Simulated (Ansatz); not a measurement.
# C3H9BO3 (trimethyl borate) at revPBE/6-31G(d) (spherical functions)

Aim: the energy change on altering one bond length of C3H9BO3 (trimethyl borate) at revPBE/6-31G* (spherical functions), from 2 runs. 

Program for the calculation: Ansatz 0.2.0.

53 further runs of the same task are left out: 53 set aside as unsound or not needed.

### Step 1. The system as given

The species is C3H9BO3 (16 atoms), meant as a singlet with charge 0. As SMILES, `COB(OC)OC`. The coordinates come from a PBE0-D4/def2-TZVP relaxation.

Bond lengths: C1–O2 1.412 Å, O2–B3 1.363 Å, B3–O4 1.363 Å, O4–C5 1.412 Å, B3–O6 1.363 Å, O6–C7 1.412 Å, C1–H8 1.093 Å, C1–H9 1.093 Å, C1–H10 1.090 Å, C5–H11 1.093 Å, C5–H12 1.093 Å, C5–H13 1.090 Å, C7–H14 1.093 Å, C7–H15 1.093 Å, C7–H16 1.090 Å. Some angles: C1–O2–B3 120.2°, O2–B3–O4 120.0°, O2–B3–O6 120.0°, O4–B3–O6 120.0°, B3–O4–C5 120.2°, B3–O6–C7 120.2°, O2–C1–H8 111.3°, O2–C1–H9 111.3°, O2–C1–H10 107.6°, O4–C5–H11 111.3°.

### Step 2. A single-point energy at revPBE/6-31G(d) (spherical functions)

molecule.yaml reads:

```yaml
crystal:
  periodic: [false, false, false]
  atoms:
    - {symbol: C, position_ang: [0.495720, -0.646730, -2.262610]}
    - {symbol: O, position_ang: [-0.175840, 0.182850, -1.338690]}
    - {symbol: B, position_ang: [0.000140, 0.000100, 0.000000]}
    - {symbol: O, position_ang: [0.825800, -0.985800, 0.450290]}
    - {symbol: C, position_ang: [1.010960, -1.178550, 1.836440]}
    - {symbol: O, position_ang: [-0.650070, 0.802840, 0.888440]}
    - {symbol: C, position_ang: [-1.506700, 1.825270, 0.426170]}
    - {symbol: H, position_ang: [1.580410, -0.565040, -2.153520]}
    - {symbol: H, position_ang: [0.214930, -1.695090, -2.131270]}
    - {symbol: H, position_ang: [0.211110, -0.322610, -3.263990]}
    - {symbol: H, position_ang: [1.432620, -0.286900, 2.307940]}
    - {symbol: H, position_ang: [0.066710, -1.416360, 2.333400]}
    - {symbol: H, position_ang: [1.702440, -2.011880, 1.963760]}
    - {symbol: H, position_ang: [-0.965900, 2.546210, -0.192620]}
    - {symbol: H, position_ang: [-2.330740, 1.415550, -0.163930]}
    - {symbol: H, position_ang: [-1.911590, 2.336140, 1.300180]}
basis:
  gaussian:
    orbitals: 6-31G_st_-spherical.json
hamiltonian:
  xc: {name: revPBE}
accuracy: high
output:
  orbitals: {seedname: orbitals}
```

The basis set 6-31G* is read from a file made from the Basis Set Exchange's data (not shown).

The run is started by

```sh
$ ansatz run molecule.yaml --threads 1 --pin off --max-ram 3480MiB --events-out events.jsonl --progress --plain --runs-dir runs
```

What it wrote:

```text
Warning: RAYON_NUM_THREADS=1 ignored (pool sized by the plan → 1); use --threads N
Functional definition: revPBE
  name "revPBE"
  parameter kappa = 1.245
  parameter beta = 0.06672455060314922
  exchange = pbe_x(kappa = kappa, mu = beta*pi^2/3)
  correlation = pbe_c(beta = beta)
2909 factors; integrals over basis functions are off by at most 6.4e-9 eV
mean field evaluation 1: about -10063.6601 eV, gradient 7.3e1 eV
mean field evaluation 2: about -10049.8210 eV, gradient 1.1e2 eV
mean field evaluation 4: about -10074.7281 eV, gradient 4.5e0 eV
mean field evaluation 8: about -10074.7604 eV, gradient 2.7e-1 eV
mean field evaluation 16: about -10074.7606 eV, gradient 1.7e-5 eV
mean field -10074.76060765 eV, -370.2406234130 hartree, gradient 4.6e-8 eV, S^2 0.000000; 0 other end points of the search recorded, 0 dependent functions left out
reference -10074.76061142 eV, -370.2406235515 hartree; 28, 28 occupied and 88, 88 virtual orbitals, 2909 factors
Total energy: -10074.76061142 eV, -370.2406235515 hartree
```

It took 13 s on 1 thread of Arm Neoverse V2, shared host; peak memory 0.4 GiB.

### Step 3. The distorted shape at the same level

input.yaml reads:

```yaml
crystal:
  periodic: [false, false, false]
  atoms:
    - symbol: C
      position_ang: [0.837245, -1.035667, -1.060977]
    - symbol: O
      position_ang: [0.165685, -0.206087, -0.137057]
    - symbol: B
      position_ang: [0.341665, -0.388837, 1.201633]
    - symbol: O
      position_ang: [1.167325, -1.374737, 1.651923]
    - symbol: C
      position_ang: [1.352485, -1.567487, 3.038073]
    - symbol: O
      position_ang: [-0.308545, 0.413903, 2.090073]
    - symbol: C
      position_ang: [-1.165175, 1.436333, 1.627803]
    - symbol: H
      position_ang: [1.921935, -0.953977, -0.951887]
    - symbol: H
      position_ang: [0.556455, -2.084027, -0.929637]
    - symbol: H
      position_ang: [0.211110, -0.322610, -3.263990]
    - symbol: H
      position_ang: [1.774145, -0.675837, 3.509573]
    - symbol: H
      position_ang: [0.408235, -1.805297, 3.535033]
    - symbol: H
      position_ang: [2.043965, -2.400817, 3.165393]
    - symbol: H
      position_ang: [-0.624375, 2.157273, 1.009013]
    - symbol: H
      position_ang: [-1.989215, 1.026613, 1.037703]
    - symbol: H
      position_ang: [-1.570065, 1.947203, 2.501813]
basis:
  gaussian: {orbitals: 6-31G_st_-spherical.json}
hamiltonian: {xc: {name: revPBE}}
accuracy: high
output: {orbitals: {seedname: orbitals}}
```

The basis set 6-31G* is read from a file made from the Basis Set Exchange's data (not shown).

The run is started by

```sh
$ ansatz run input.yaml --threads 1 --pin off --max-ram 3480MiB --events-out events.jsonl --progress --plain --runs-dir runs
```

What it wrote, cut to the lines that bear on the results:

```text
Warning: RAYON_NUM_THREADS=1 ignored (pool sized by the plan → 1); use --threads N
[... 6 set-up lines as earlier in the session ...]
2910 factors; integrals over basis functions are off by at most 6.6e-9 eV
mean field evaluation 1: about -10055.7226 eV, gradient 7.8e1 eV
mean field evaluation 2: about -10028.6965 eV, gradient 1.3e2 eV
mean field evaluation 4: about -10069.9866 eV, gradient 1.5e1 eV
mean field evaluation 8: about -10070.4233 eV, gradient 8.0e-1 eV
mean field evaluation 16: about -10070.4106 eV, gradient 1.6e-4 eV
mean field -10070.41059730 eV, -370.0807634811 hartree, gradient 4.3e-8 eV, S^2 0.000000; 0 other end points of the search recorded, 0 dependent functions left out
reference -10070.41060135 eV, -370.0807636302 hartree; 28, 28 occupied and 88, 88 virtual orbitals, 2910 factors
Total energy: -10070.41060135 eV, -370.0807636302 hartree
```

It took 14 s on 1 thread of Arm Neoverse V2, shared host; peak memory 0.4 GiB.

### Step 4. Outcome

Level: revPBE/6-31G* (spherical functions).

```
                                                          quantity          value
                                         first shape: total energy  -370.24062 Eh
                                          first shape: HOMO energy       -6.11 eV
                                          first shape: LUMO energy        1.69 eV
                                        first shape: HOMO–LUMO gap        7.80 eV
                                     distorted shape: total energy  -370.08076 Eh
                                      distorted shape: HOMO energy       -5.66 eV
                                      distorted shape: LUMO energy       -3.33 eV
                                    distorted shape: HOMO–LUMO gap        2.33 eV
energy change with the C1–H10 bond stretched from 1.090 to 2.399 Å       4.350 eV
```

With the C1–H10 bond stretched from 1.090 to 2.399 Å the energy rises by 4.35 eV (100 kcal/mol). The first shape isn't relaxed at this level, so the change isn't measured from a minimum.
